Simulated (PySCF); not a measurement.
# H6NPr (Pr(H)3(NH3)): the cost of one run

Program: PySCF 2.14.0. Level of theory: PBE0, Pr lcecp-1-SVP with ECP48, H def2-SVP, N def2-SVP; scalar-relativistic core potentials, no spin–orbit coupling. These are calculated values, not measurements.

1 further run of the same task is left out (for a known fault of the program).

### Step 1. The starting structure

8 atoms, charge 0, spin multiplicity 1.

Bond lengths: Pr1–H2 2.275 Å, Pr1–H3 2.275 Å, Pr1–H4 2.275 Å, Pr1–N5 2.595 Å, N5–H6 1.020 Å, N5–H7 1.020 Å, N5–H8 1.020 Å. Angles: H2–Pr1–H3 109.5°, H2–Pr1–H4 109.5°, H2–Pr1–N5 109.5°, H3–Pr1–H4 109.5°, H3–Pr1–N5 109.5°, H4–Pr1–N5 109.5°, Pr1–N5–H6 113.0°, Pr1–N5–H7 113.0°, Pr1–N5–H8 113.0°, H6–N5–H7 105.8°, H6–N5–H8 105.8°, H7–N5–H8 105.8°.

Coordinates:

```csv
atom,x (Å),y (Å),z (Å)
Pr1,0.0000,0.0000,0.0000
H2,1.3135,1.3135,1.3135
H3,-1.3135,-1.3135,1.3135
H4,1.3135,-1.3135,-1.3135
N5,-1.4982,1.4982,-1.4982
H6,-2.1114,2.1114,-0.9612
H7,-0.9612,2.1114,-2.1114
H8,-2.1114,0.9612,-2.1114
```

Formal oxidation states: Pr +3. Each metal's 2 4f electrons lie in its core potential, so multiplicities, spins and levels count the valence alone.

### Step 2. SCF at the start, singlet

The input, run.py (the lines that set the calculation):

```python
mol = gto.M(atom='''
Pr     0.00000     0.00000     0.00000
H      1.31350     1.31350     1.31350
H     -1.31350    -1.31350     1.31350
H      1.31350    -1.31350    -1.31350
N     -1.49820     1.49820    -1.49820
H     -2.11140     2.11140    -0.96120
H     -0.96120     2.11140    -2.11140
H     -2.11140     0.96120    -2.11140''',
    basis={'Pr': 'lcecp-1-SVP', 'H': 'def2-SVP', 'N': 'def2-SVP'},
    ecp={'Pr': 'lcecp-1-SVP'},
    charge=0, spin=0)
mf = dft.RKS(mol, xc='PBE0')
mf.grids.atom_grid = (50, 194)  # f atoms: unpruned, at least (60, 302)
mf = mf.density_fit()  # fitting sets: Pr AutoAux, H def2-universal-JKFIT, N def2-universal-JKFIT
mf.conv_tol = 1e-08; mf.max_cycle = 55
mf.kernel(dm0)  # dm0: free metal ions and neutral atoms
```

The run is started by

```sh
OMP_NUM_THREADS=2 python run.py
```

What time and memory should one allow on 2 threads of Arm Neoverse V1, shared host?

About 2.7 s, with a peak of 0.5 GiB.
